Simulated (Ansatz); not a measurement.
# AsH3OS: the cost of one run

Computed with Ansatz 0.2.0. Level: RKS wB97X-V/def2-SVP.

### 1 Where the work starts

SMILES `O[AsH]S`, 6 atoms, charge 0, spin multiplicity 1.

Atoms are counted from 1 here; the program's logs count them from 0.

Bond lengths: O1–As2 1.827 Å, O1–H4 0.978 Å, As2–S3 2.282 Å, As2–H5 1.540 Å, S3–H6 1.363 Å. Angles: As2–O1–H4 106.3°, O1–As2–S3 104.6°, O1–As2–H5 91.6°, S3–As2–H5 90.1°, As2–S3–H6 93.4°.

Coordinates:

| atom | x (Å) | y (Å) | z (Å) |
| --- | --- | --- | --- |
| O1 | -1.42654 | -0.04759 | -0.72433 |
| As2 | 0.36939 | 0.28691 | -0.68366 |
| S3 | 0.94152 | 0.09087 | 1.51643 |
| H4 | -1.52532 | -0.99079 | -0.96196 |
| H5 | 0.12765 | 1.79502 | -0.48879 |
| H6 | 1.51329 | -1.13445 | 1.34234 |

This geometry comes from a loose relaxation at PBE in a small basis, which is not shown.

### 3 Plan of the scan

- dihedral O1–As2–S3–H6: 8 values from −180 to 135 °, periodic
- dihedral H4–O1–As2–S3: 8 values from −180 to 135 °, periodic

Relaxed at each point: all other coordinates. Energies count from the relaxed molecule at the same level. Points are written as (first, second).

(The set-up runs are not shown.)

### 4 Point (90°, −135°)

File input.yaml:

```yaml
crystal:
  periodic: [false, false, false]
  atoms:
    - { symbol: O, position_ang: [-1.342664, -0.238142, -0.473071] }
    - { symbol: As, position_ang: [0.356922, 0.293601, -0.679494] }
    - { symbol: S, position_ang: [1.001602, 0.160978, 1.460901] }
    - { symbol: H, position_ang: [-1.564548, -0.878592, -1.161868] }
    - { symbol: H, position_ang: [0.037983, 1.745772, -0.382933] }
    - { symbol: H, position_ang: [1.405039, -1.1211, 1.359682] }
basis:
  gaussian: { orbitals: def2-SVP }
hamiltonian:
  xc: { name: wB97X-V }
output:
  forces: true
relax:
  f_tol: 0.02
  max_steps: 50
  escape_saddle: false
  constraints: [{ sites: [0, 1, 2, 5] }, { sites: [3, 0, 1, 2] }]
scf:
  lower_state_search: "off"
```

The run is started by

```bash
$ ansatz run input.yaml --threads 1 --pin off --max-ram 2560MiB --backend cpu --events-out ev --progress --plain --runs-dir out
```

**Question.** How long does this run take on 1 thread of Arm Neoverse V2, shared host, and how much memory does it need?

About 19 s, with a peak of 0.17 GiB.
